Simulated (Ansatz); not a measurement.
# BFH5OSi (charge +1): shift of H6 from O1 to B2

How high is the barrier for the shift of H6 from O1 to B2? Relax the two ends, then run a nudged elastic band between them. SMILES of the start: [OH2+]B(F)[SiH3].

All numbers below are computed with Ansatz 0.2.0 (RKS B3LYP-D4/def2-SVPD).

## Step 1: The starting structure

Bond lengths: O1–B2 1.439 Å, B2–F3 1.294 Å, B2–Si4 2.047 Å, O1–H5 0.971 Å, O1–H6 0.982 Å, Si4–H7 1.466 Å, Si4–H8 1.452 Å, Si4–H9 1.460 Å. Angles: O1–B2–F3 108.1°, O1–B2–Si4 124.2°, F3–B2–Si4 127.8°, B2–O1–H5 124.9°, B2–O1–H6 119.7°, H5–O1–H6 115.4°, B2–Si4–H7 105.3°, B2–Si4–H8 110.6°, B2–Si4–H9 105.6°, H7–Si4–H8 112.2°, H7–Si4–H9 109.4°, H8–Si4–H9 113.1°.

As a file:

```xyz
9

O     0.5152    1.3862   -0.7146
B     0.6840    0.2391    0.1380
F     1.8603    0.3068    0.6740
Si   -0.7503   -1.1899    0.4397
H    -0.2884    1.5888   -1.2214
H     1.2371    2.0474   -0.7886
H    -1.5909   -1.1541   -0.7612
H    -0.1404   -2.4920    0.6452
H    -1.5265   -0.7325    1.5889
```

## Step 2: End point A

Contents of input.yaml:

```yaml
crystal:
  periodic: [false, false, false]
  atoms:
    - { symbol: O, position_ang: [0.51518, 1.38625, -0.71456] }
    - { symbol: B, position_ang: [0.68397, 0.23909, 0.13803] }
    - { symbol: F, position_ang: [1.86031, 0.30681, 0.67399] }
    - { symbol: Si, position_ang: [-0.75027, -1.1899, 0.43971] }
    - { symbol: H, position_ang: [-0.28844, 1.58882, -1.22143] }
    - { symbol: H, position_ang: [1.23713, 2.04739, -0.78862] }
    - { symbol: H, position_ang: [-1.59089, -1.15405, -0.76123] }
    - { symbol: H, position_ang: [-0.14044, -2.49197, 0.64518] }
    - { symbol: H, position_ang: [-1.52654, -0.73245, 1.58891] }
total_charge: 1
basis:
  gaussian: { orbitals: def2-SVPD }
hamiltonian:
  xc: b3lyp
  dispersion: d4
relax:
  f_tol: 0.02
  max_steps: 50
```

Launch:

```sh
> ansatz run input.yaml --threads 2 --pin off --max-ram 3072MiB --backend cpu --events-out ev --progress --plain --runs-dir out
```

Log, shortened:

```text
Warning: RAYON_NUM_THREADS=2 ignored (pool sized by the plan → 2); use --threads N
[...]
Functional definition: B3LYP
[...]
1086 factors; their error is unknown
[...]
mean field -13387.55874858 eV, -491.9837095972 hartree, gradient 6.9e-5 eV, S^2 0.000000; 0 other end points of the search recorded, 0 dependent functions left out
[...]
reference -13387.55904321 eV, -491.9837204247 hartree; 20, 20 occupied and 110, 110 virtual orbitals, 1086 factors
relax step   1: F+E_penalty+E_count = -13387.74741689 eV  Δ(F+E_penalty+E_count) = +0.000e0 eV  max|allowed force component| = 1.107e0 eV/Å  Δτ_max = 0.0000 Å  (26 SCF iters, accepted)
[...]
relax step   4: F+E_penalty+E_count = -13387.80560149 eV  Δ(F+E_penalty+E_count) = +1.265e-2 eV  max|allowed force component| = 8.320e-1 eV/Å  Δτ_max = 0.0429 Å  (30 SCF iters, rejected (line search))
[...]
relax step   7: F+E_penalty+E_count = -13387.82355822 eV  Δ(F+E_penalty+E_count) = -1.522e-3 eV  max|allowed force component| = 9.697e-2 eV/Å  Δτ_max = 0.0604 Å  (32 SCF iters, accepted)
[...]
relax step  10: F+E_penalty+E_count = -13387.82649947 eV  Δ(F+E_penalty+E_count) = -9.606e-4 eV  max|allowed force component| = 2.642e-2 eV/Å  Δτ_max = 0.0395 Å  (31 SCF iters, accepted)
[...]
relax step  13: F+E_penalty+E_count = -13387.82723079 eV  Δ(F+E_penalty+E_count) = -3.270e-4 eV  max|allowed force component| = 2.641e-2 eV/Å  Δτ_max = 0.0156 Å  (31 SCF iters, accepted)
[...]
relax step  14: F+E_penalty+E_count = -13387.82729043 eV  Δ(F+E_penalty+E_count) = -5.963e-5 eV  max|allowed force component| = 1.138e-2 eV/Å  Δτ_max = 0.0039 Å  (33 SCF iters, accepted)
1086 factors; their error is unknown
mean field -13387.63873622 eV, -491.9866490887 hartree, gradient 8.0e-6 eV, S^2 0.000000; 1 other end points of the search recorded, 0 dependent functions left out
[...]
reference -13387.63903071 eV, -491.9866599111 hartree; 20, 20 occupied and 110, 110 virtual orbitals, 1086 factors
Total energy: -13387.82758492 eV, -491.9935891503 hartree
Atom 0 at     0.567122     1.322240    -0.796851 Å, force     0.005204    -0.008599     0.011146 eV/Å
Atom 1 at     0.652749     0.274203     0.271952 Å, force     0.004025    -0.000154     0.005295 eV/Å
Atom 2 at     1.734122     0.491956     0.953551 Å, force    -0.011377    -0.000477    -0.007933 eV/Å
Atom 3 at    -0.793939    -1.159243     0.453840 Å, force    -0.000313    -0.000707     0.004873 eV/Å
Atom 4 at    -0.159655     1.371819    -1.446475 Å, force     0.005686     0.001940     0.002881 eV/Å
Atom 5 at     1.250981     2.018766    -0.896070 Å, force    -0.003928     0.006817    -0.010634 eV/Å
Atom 6 at    -1.759846    -0.910844    -0.649127 Å, force     0.000476    -0.000376     0.001480 eV/Å
Atom 7 at    -0.093964    -2.459202     0.316512 Å, force    -0.001592     0.002234    -0.001545 eV/Å
Atom 8 at    -1.397561    -0.949705     1.792648 Å, force     0.001820    -0.000678    -0.005563 eV/Å
Dipole moment:    -0.051632     0.823529    -0.829307 e Å
```

Run time: 50 s. Hardware: 2 threads of AMD EPYC 7R43 (Zen 3), shared host; peak memory 0.29 GiB.

Step by step:

```csv
step,energy from step 1 (eV),largest force component (eV/Å)
1,0.0000,1.1067
2,-0.0549,0.6233
3,-0.0708,0.1678
4x,-0.0582,0.8320
5,-0.0733,0.0573
6,-0.0746,0.0894
7,-0.0761,0.0970
8,-0.0771,0.0792
9,-0.0781,0.0644
10,-0.0791,0.0264
11,-0.0794,0.0604
12,-0.0795,0.0645
13,-0.0798,0.0264
14,-0.0799,0.0114
```

Step 1 is the start. 1 step was tried and not accepted (4; marked x where the table lists them).

After: Bond lengths: O1–B2 1.499 Å, B2–F3 1.297 Å, B2–Si4 2.045 Å, O1–H5 0.976 Å, O1–H6 0.981 Å, Si4–H7 1.487 Å, Si4–H8 1.483 Å, Si4–H9 1.483 Å. Angles: O1–B2–F3 107.8°, O1–B2–Si4 120.9°, F3–B2–Si4 131.4°, B2–O1–H5 123.5°, B2–O1–H6 121.9°, H5–O1–H6 114.6°, B2–Si4–H7 106.1°, B2–Si4–H8 105.8°, B2–Si4–H9 105.6°, H7–Si4–H8 112.6°, H7–Si4–H9 112.4°, H8–Si4–H9 113.5°.

## Step 3: End point B

The second end starts from a geometry with the move made by hand.

Edit input.yaml of step 2 so:

```diff
@@ -8,3 +8,3 @@
     - { symbol: H, position_ang: [-0.28844, 1.58882, -1.22143] }
-    - { symbol: H, position_ang: [1.23713, 2.04739, -0.78862] }
+    - { symbol: H, position_ang: [-0.09821, -0.62547, 0.03989] }
     - { symbol: H, position_ang: [-1.59089, -1.15405, -0.76123] }
@@ -21 +21,3 @@
   max_steps: 50
+output:
+  orbitals: {}
```

Launch:

```sh
> ansatz run input.yaml --threads 2 --pin off --max-ram 3072MiB --backend cpu --events-out ev --progress --plain --runs-dir out
```

Log, shortened:

```text
Warning: RAYON_NUM_THREADS=2 ignored (pool sized by the plan → 2); use --threads N
[...]
Functional definition: B3LYP
[...]
1086 factors; their error is unknown
[...]
mean field -13379.23257019 eV, -491.6777281849 hartree, gradient 3.1e-5 eV, S^2 0.000000; 0 other end points of the search recorded, 0 dependent functions left out
[...]
reference -13379.23283784 eV, -491.6777380207 hartree; 20, 20 occupied and 110, 110 virtual orbitals, 1086 factors
relax step   1: F+E_penalty+E_count = -13379.42338354 eV  Δ(F+E_penalty+E_count) = +0.000e0 eV  max|allowed force component| = 2.610e1 eV/Å  Δτ_max = 0.0000 Å  (29 SCF iters, accepted)
[...]
relax step   5: F+E_penalty+E_count = -13388.01367655 eV  Δ(F+E_penalty+E_count) = -1.112e-1 eV  max|allowed force component| = 1.309e0 eV/Å  Δτ_max = 0.1827 Å  (36 SCF iters, accepted)
[...]
Total energy: -13388.14216233 eV, -492.0051496568 hartree
Atom 0 at     0.873286     1.580241    -0.796760 Å, force     0.000834    -0.000012     0.000122 eV/Å
Atom 1 at     0.699835     0.585357     0.024210 Å, force     0.001241     0.002589    -0.000684 eV/Å
Atom 2 at     1.400244     0.245291     1.062306 Å, force     0.000248     0.001027     0.000649 eV/Å
Atom 3 at    -1.004131    -1.547513     0.522302 Å, force    -0.001399    -0.001653     0.000142 eV/Å
Atom 4 at     0.316323     1.788026    -1.558930 Å, force     0.000517    -0.000662    -0.000490 eV/Å
Atom 5 at    -0.332551    -0.191969    -0.231245 Å, force    -0.001388    -0.000570     0.000200 eV/Å
Atom 6 at    -2.092339    -1.677741    -0.466685 Å, force    -0.000623     0.000207    -0.000194 eV/Å
Atom 7 at     0.133068    -2.481087     0.432617 Å, force     0.000320    -0.000142    -0.000641 eV/Å
Atom 8 at    -1.329065    -0.973474     1.840675 Å, force     0.000249    -0.000785     0.000895 eV/Å
Dipole moment:    -0.775463    -0.368369    -0.394473 e Å
```

Wall time 47 s (2 threads of AMD EPYC 7R43 (Zen 3), shared host); peak memory 0.29 GiB.

Step by step:

```csv
step,energy from step 1 (eV),largest force component (eV/Å)
1,0.0000,26.0992
2,-5.7708,10.0235
3,-7.9594,2.9426
4,-8.4791,1.3318
5,-8.5903,1.3091
6,-8.6781,0.1666
7,-8.6898,0.1550
8,-8.6970,0.1735
9,-8.7029,0.2378
10,-8.7064,0.4116
11,-8.7098,0.3886
12,-8.7109,0.4163
13,-8.7120,0.4284
14,-8.7164,0.2325
15,-8.7181,0.0553
16,-8.7184,0.0262
17,-8.7185,0.0026
```

Step 1 is the start.

After: Bond lengths: O1–B2 1.301 Å, B2–F3 1.298 Å, O1–H5 0.967 Å, B2–H6 1.317 Å, Si4–H6 1.690 Å, Si4–H7 1.476 Å, Si4–H8 1.474 Å, Si4–H9 1.474 Å. Angles: O1–B2–F3 129.3°, O1–B2–H6 115.7°, F3–B2–H6 115.1°, B2–O1–H5 125.8°, B2–H6–Si4 134.3°, H6–Si4–H7 93.7°, H6–Si4–H8 100.0°, H6–Si4–H9 100.0°, H7–Si4–H8 118.2°, H7–Si4–H9 118.1°, H8–Si4–H9 118.1°.

Pairs that crossed the distance rule for bonds on the way: moved apart B2–Si4.

## Step 4: Nudged elastic band

crystal.atoms is end A as relaxed above, and neb.final_atoms is end B, turned to lie on A. With 5 inner images the band has 7 in all. The start path is listed, through a guess of the saddle.

Contents of input.yaml:

```yaml
crystal:
  periodic: [false, false, false]
  atoms:
    - { symbol: O, position_ang: [0.567122, 1.32224, -0.796851] }
    - { symbol: B, position_ang: [0.652749, 0.274203, 0.271952] }
    - { symbol: F, position_ang: [1.734122, 0.491956, 0.953551] }
    - { symbol: Si, position_ang: [-0.793939, -1.159243, 0.45384] }
    - { symbol: H, position_ang: [-0.159655, 1.371819, -1.446475] }
    - { symbol: H, position_ang: [1.250981, 2.018766, -0.89607] }
    - { symbol: H, position_ang: [-1.759846, -0.910844, -0.649127] }
    - { symbol: H, position_ang: [-0.093964, -2.459202, 0.316512] }
    - { symbol: H, position_ang: [-1.397561, -0.949705, 1.792648] }
total_charge: 1
basis:
  gaussian: { orbitals: def2-SVPD }
hamiltonian:
  xc: b3lyp
  dispersion: d4
neb:
  order_check: false
  images: 5
  f_tol: 0.05
  max_iterations: 60
  final_atoms:
    - { symbol: O, position_ang: [1.1010552, 1.85274535, -0.84425423] }
    - { symbol: B, position_ang: [0.89467755, 0.83588434, -0.05858692] }
    - { symbol: F, position_ang: [1.60371851, 0.41469996, 0.94327415] }
    - { symbol: Si, position_ang: [-0.91287478, -1.2177796, 0.40611647] }
    - { symbol: H, position_ang: [0.53546213, 2.12256285, -1.58018119] }
    - { symbol: H, position_ang: [-0.1869873, 0.12839352, -0.31308978] }
    - { symbol: H, position_ang: [-2.03424776, -1.24623764, -0.55355224] }
    - { symbol: H, position_ang: [0.16649213, -2.20860008, 0.24466304] }
    - { symbol: H, position_ang: [-1.16728668, -0.68167869, 1.75559068] }
  initial_path:
    images:
      - { positions_ang: [[0.567122, 1.32224, -0.796851], [0.652749, 0.274203, 0.271952], [1.734122, 0.491956, 0.953551], [-0.793939, -1.159243, 0.45384], [-0.159655, 1.371819, -1.446475], [1.250981, 2.018766, -0.89607], [-1.759846, -0.910844, -0.649127], [-0.093964, -2.459202, 0.316512], [-1.397561, -0.949705, 1.792648]] }
      - { positions_ang: [[0.57689453, 1.4442259, -0.68192943], [0.68871394, 0.33653789, 0.27530716], [1.79036564, 0.49681603, 0.93216872], [-0.74078086, -1.11793535, 0.41802613], [-0.16821984, 1.55445181, -1.29106805], [0.98293693, 1.48476074, -0.97502206], [-1.64301459, -0.90571916, -0.72961945], [-0.0590862, -2.41702659, 0.36008485], [-1.42780054, -0.87612128, 1.69203213]] }
      - { positions_ang: [[0.58666705, 1.56621179, -0.56700785], [0.72467888, 0.39887279, 0.27866232], [1.84660929, 0.50167607, 0.91078644], [-0.68762273, -1.0766277, 0.38221227], [-0.17678468, 1.73708462, -1.13566111], [0.71489285, 0.95075548, -1.05397411], [-1.52618318, -0.90059431, -0.81011189], [-0.0242084, -2.37485118, 0.4036577], [-1.45804008, -0.80253756, 1.59141625]] }
      - { positions_ang: [[0.59643958, 1.68819769, -0.45208628], [0.76064381, 0.46120768, 0.28201748], [1.90285293, 0.5065361, 0.88940415], [-0.63446459, -1.03532005, 0.3463984], [-0.18534952, 1.91971743, -0.98025416], [0.44684878, 0.41675023, -1.13292617], [-1.40935176, -0.89546947, -0.89060434], [0.0106694, -2.33267576, 0.44723055], [-1.48827963, -0.72895384, 1.49080038]] }
      - { positions_ang: [[0.76464479, 1.74304691, -0.58280893], [0.80532173, 0.5860999, 0.16848268], [1.80314146, 0.47592406, 0.90736082], [-0.72726799, -1.0961399, 0.36630442], [0.05492103, 1.98733257, -1.18022984], [0.23557008, 0.32063132, -0.85964737], [-1.61765043, -1.0123922, -0.77825364], [0.06261031, -2.2913172, 0.37970805], [-1.38128198, -0.71319546, 1.57906381]] }
      - { positions_ang: [[0.93284999, 1.79789613, -0.71353158], [0.84999964, 0.71099212, 0.05494788], [1.70342998, 0.44531201, 0.92531748], [-0.82007138, -1.15695975, 0.38621045], [0.29519158, 2.05494771, -1.38020551], [0.02429139, 0.22451242, -0.58636858], [-1.8259491, -1.12931492, -0.66590294], [0.11455122, -2.24995864, 0.31218554], [-1.27428433, -0.69743708, 1.66732725]] }
      - { positions_ang: [[1.1010552, 1.85274535, -0.84425423], [0.89467755, 0.83588434, -0.05858692], [1.60371851, 0.41469996, 0.94327415], [-0.91287478, -1.2177796, 0.40611647], [0.53546213, 2.12256285, -1.58018119], [-0.1869873, 0.12839352, -0.31308978], [-2.03424776, -1.24623764, -0.55355224], [0.16649213, -2.20860008, 0.24466304], [-1.16728668, -0.68167869, 1.75559068]] }
```

Launch:

```sh
> ansatz run input.yaml --threads 2 --pin off --max-ram 3072MiB --backend cpu --events-out ev --progress --plain --runs-dir out
```

Log:

```text
Warning: RAYON_NUM_THREADS=2 ignored (pool sized by the plan → 2); use --threads N
Engine: ansatz 0.2.0, x86_64-unknown-linux-gnu
Functional definition: B3LYP
  parameter a0 = 0.2
  parameter ax = 0.72
  parameter ac = 0.81
  exchange = (1 - a0 - ax)*slater_x + ax*b88_x + a0*exact_x
  correlation = (1 - ac)*vwn_rpa_c + ac*lyp_c
1086 factors; their error is unknown
mean field evaluation 1: about -13377.3683 eV, gradient 8.0e1 eV
mean field evaluation 2: about -13362.3955 eV, gradient 1.3e2 eV
mean field evaluation 4: about -13387.4911 eV, gradient 7.1e0 eV
mean field evaluation 8: about -13387.5745 eV, gradient 3.6e-2 eV
mean field -13387.63873917 eV, -491.9866491971 hartree, gradient 8.0e-5 eV, S^2 0.000000; 0 other end points of the search recorded, 0 dependent functions left out
[... 5 lines left out ...]
mean field -13387.96247740 eV, -491.9985463575 hartree, gradient 1.9e-5 eV, S^2 0.000000; 0 other end points of the search recorded, 0 dependent functions left out
[... 2 lines left out ...]
NEB end point (image 0): max|allowed force component| = 1.135e-2 eV/Å (the criterion of neb.relax_end_points is 1.000e-2)
NEB end point (image 6): max|allowed force component| = 2.632e-3 eV/Å (the criterion of neb.relax_end_points is 1.000e-2)
[... 1 line left out ...]
mean field -13365.64272240 eV, -491.1783104901 hartree, gradient 4.2e-5 eV, S^2 0.000000; 0 other end points of the search recorded, 0 dependent functions left out
[... 4 lines left out ...]
mean field -13384.04576979 eV, -491.8546100077 hartree, gradient 5.3e-5 eV, S^2 0.000000; 0 other end points of the search recorded, 0 dependent functions left out
[... 3 lines left out ...]
mean field -13384.71587330 eV, -491.8792358575 hartree, gradient 7.5e-5 eV, S^2 0.000000; 0 other end points of the search recorded, 0 dependent functions left out
[... 4 lines left out ...]
mean field -13385.40401064 eV, -491.9045244382 hartree, gradient 6.8e-5 eV, S^2 0.000000; 0 other end points of the search recorded, 0 dependent functions left out
[... 3 lines left out ...]
mean field -13386.96003693 eV, -491.9617073497 hartree, gradient 2.5e-5 eV, S^2 0.000000; 0 other end points of the search recorded, 0 dependent functions left out
[... from here on, the SCF cycles and remarks between the steps are left out, and one step in 2 is shown ...]
NEB iter   1: max|band force component| = 1.367e2 eV/Å  barrier→ = 21.9881 eV  barrier← = 22.3027 eV  Δτ_max = 0.2000 Å  (196 SCF iters)
NEB iter   2: max|band force component| = 3.131e1 eV/Å  barrier→ = 4.4761 eV  barrier← = 4.7907 eV  Δτ_max = 0.1979 Å  (188 SCF iters)
NEB iter   4: max|band force component| = 7.010e0 eV/Å  barrier→ = 1.7120 eV  barrier← = 2.0266 eV  Δτ_max = 0.1947 Å  (176 SCF iters)
NEB iter   6: max|band force component| = 1.644e0 eV/Å  barrier→ = 1.2060 eV  barrier← = 1.5206 eV  Δτ_max = 0.1083 Å  (163 SCF iters)
NEB iter   8: max|band force component| = 2.398e0 eV/Å  barrier→ = 1.2363 eV  barrier← = 1.5509 eV  CI = image 4  Δτ_max = 0.1992 Å  (171 SCF iters)
NEB iter  10: max|band force component| = 6.741e-1 eV/Å  barrier→ = 2.1885 eV  barrier← = 2.5031 eV  CI = image 4  Δτ_max = 0.1942 Å  (168 SCF iters)
NEB iter  12: max|band force component| = 3.547e-1 eV/Å  barrier→ = 2.1076 eV  barrier← = 2.4222 eV  CI = image 4  Δτ_max = 0.1986 Å  (161 SCF iters)
NEB iter  14: max|band force component| = 8.412e-1 eV/Å  barrier→ = 1.9490 eV  barrier← = 2.2636 eV  CI = image 4  Δτ_max = 0.0502 Å  (160 SCF iters)
NEB iter  16: max|band force component| = 6.943e-1 eV/Å  barrier→ = 1.8689 eV  barrier← = 2.1835 eV  CI = image 4  Δτ_max = 0.1980 Å  (162 SCF iters)
NEB iter  18: max|band force component| = 1.908e0 eV/Å  barrier→ = 1.7992 eV  barrier← = 2.1138 eV  CI = image 4  Δτ_max = 0.0984 Å  (160 SCF iters)
NEB iter  20: max|band force component| = 4.975e-1 eV/Å  barrier→ = 1.7788 eV  barrier← = 2.0934 eV  CI = image 4  Δτ_max = 0.1867 Å  (158 SCF iters)
NEB iter  22: max|band force component| = 4.756e-1 eV/Å  barrier→ = 1.7586 eV  barrier← = 2.0731 eV  CI = image 4  Δτ_max = 0.1449 Å  (154 SCF iters)
NEB iter  24: max|band force component| = 9.284e-1 eV/Å  barrier→ = 1.6319 eV  barrier← = 1.9465 eV  CI = image 4  Δτ_max = 0.1727 Å  (156 SCF iters)
NEB iter  26: max|band force component| = 1.266e0 eV/Å  barrier→ = 1.1948 eV  barrier← = 1.5093 eV  CI = image 4  Δτ_max = 0.1986 Å  (165 SCF iters)
NEB iter  28: max|band force component| = 1.232e0 eV/Å  barrier→ = 0.7328 eV  barrier← = 1.0473 eV  CI = image 4  Δτ_max = 0.1004 Å  (166 SCF iters)
NEB iter  30: max|band force component| = 9.845e-1 eV/Å  barrier→ = 0.3606 eV  barrier← = 0.6752 eV  CI = image 4  Δτ_max = 0.1002 Å  (153 SCF iters)
NEB iter  32: max|band force component| = 1.280e0 eV/Å  barrier→ = 0.3535 eV  barrier← = 0.6681 eV  CI = image 4  Δτ_max = 0.2000 Å  (153 SCF iters)
NEB iter  34: max|band force component| = 2.469e0 eV/Å  barrier→ = 0.4417 eV  barrier← = 0.7562 eV  CI = image 2  Δτ_max = 0.1966 Å  (176 SCF iters)
NEB iter  36: max|band force component| = 2.391e0 eV/Å  barrier→ = 0.6690 eV  barrier← = 0.9835 eV  CI = image 5  Δτ_max = 0.1971 Å  (173 SCF iters)
NEB iter  38: max|band force component| = 1.852e0 eV/Å  barrier→ = 0.9406 eV  barrier← = 1.2552 eV  CI = image 5  Δτ_max = 0.1975 Å  (163 SCF iters)
NEB iter  40: max|band force component| = 2.107e0 eV/Å  barrier→ = 0.9754 eV  barrier← = 1.2899 eV  CI = image 5  Δτ_max = 0.2000 Å  (171 SCF iters)
NEB iter  42: max|band force component| = 3.112e0 eV/Å  barrier→ = 0.5993 eV  barrier← = 0.9139 eV  CI = image 4  Δτ_max = 0.1008 Å  (170 SCF iters)
NEB iter  44: max|band force component| = 2.461e0 eV/Å  barrier→ = 0.4020 eV  barrier← = 0.7166 eV  CI = image 4  Δτ_max = 0.1992 Å  (171 SCF iters)
NEB iter  46: max|band force component| = 3.021e0 eV/Å  barrier→ = 0.4193 eV  barrier← = 0.7339 eV  CI = image 4  Δτ_max = 0.1996 Å  (172 SCF iters)
NEB iter  48: max|band force component| = 3.619e0 eV/Å  barrier→ = 0.4851 eV  barrier← = 0.7997 eV  CI = image 4  Δτ_max = 0.1993 Å  (169 SCF iters)
NEB iter  50: max|band force component| = 3.622e0 eV/Å  barrier→ = 0.4996 eV  barrier← = 0.8142 eV  CI = image 4  Δτ_max = 0.1978 Å  (171 SCF iters)
NEB iter  52: max|band force component| = 3.519e0 eV/Å  barrier→ = 0.5071 eV  barrier← = 0.8217 eV  CI = image 4  Δτ_max = 0.1985 Å  (169 SCF iters)
NEB iter  54: max|band force component| = 2.839e0 eV/Å  barrier→ = 0.9149 eV  barrier← = 1.2295 eV  CI = image 5  Δτ_max = 0.1995 Å  (160 SCF iters)
NEB iter  56: max|band force component| = 2.358e0 eV/Å  barrier→ = 0.7925 eV  barrier← = 1.1071 eV  CI = image 5  Δτ_max = 0.2000 Å  (167 SCF iters)
NEB iter  58: max|band force component| = 5.181e0 eV/Å  barrier→ = 0.3990 eV  barrier← = 0.7136 eV  CI = image 4  Δτ_max = 0.1992 Å  (166 SCF iters)
NEB iter  60: max|band force component| = 2.380e0 eV/Å  barrier→ = 0.6065 eV  barrier← = 0.9211 eV  CI = image 5  Δτ_max = 0.1983 Å  (161 SCF iters)
[...]
this run last wrote the band of iteration 60 to <dir>
Error: NEB band did not converge after 60 iterations: max|band force component| = 2.38e0 eV/Å (threshold 5.0e-2); raise `neb.max_iterations` in a new run, which can start from the last band evaluated (`neb.initial_path`, with `crystal.atoms` and `neb.final_atoms` set to its first and last images), add images, or start from endpoints closer to local minima. Where this run's directory can be resumed (`checkpoint.write`), a resume goes on for up to `neb.max_iterations` more; to start a new run from the last band, take its images' positions from the `neb_iteration` event of iteration 60 (`data.images[].positions_ang`), in the event stream of the run that computed that iteration (not this run's, if it was resumed behind it). With `checkpoint.write`, `steps/00-neb/state/checkpoint.json` in the run directory holds the last saved band, under `neb.evaluated.images[].positions_ang` (a band under a hybrid functional on support functions is neither saved nor resumed: `neb.initial_path` says where its path is): check the last entry of `neb.iterations` there, which is earlier than 60 if that iteration was not saved or its write failed. If the band's step has no `state` directory and holds `state.next`, a write was cut short, and the file is under `state.next` instead (behind a loss of power it can be under `state.prev`)
this run wrote the band of iteration 60 to <dir> as well, whether or not its events were kept: a new run's `neb.initial_path` can list its `images[].positions_ang`
a run's events are kept only if it was started with --events-out <file>, and are in that file
```

Run time: 11 min. Hardware: 2 threads of AMD EPYC 7R43 (Zen 3), shared host; peak memory 0.3 GiB.

[end of part 1 of 2]
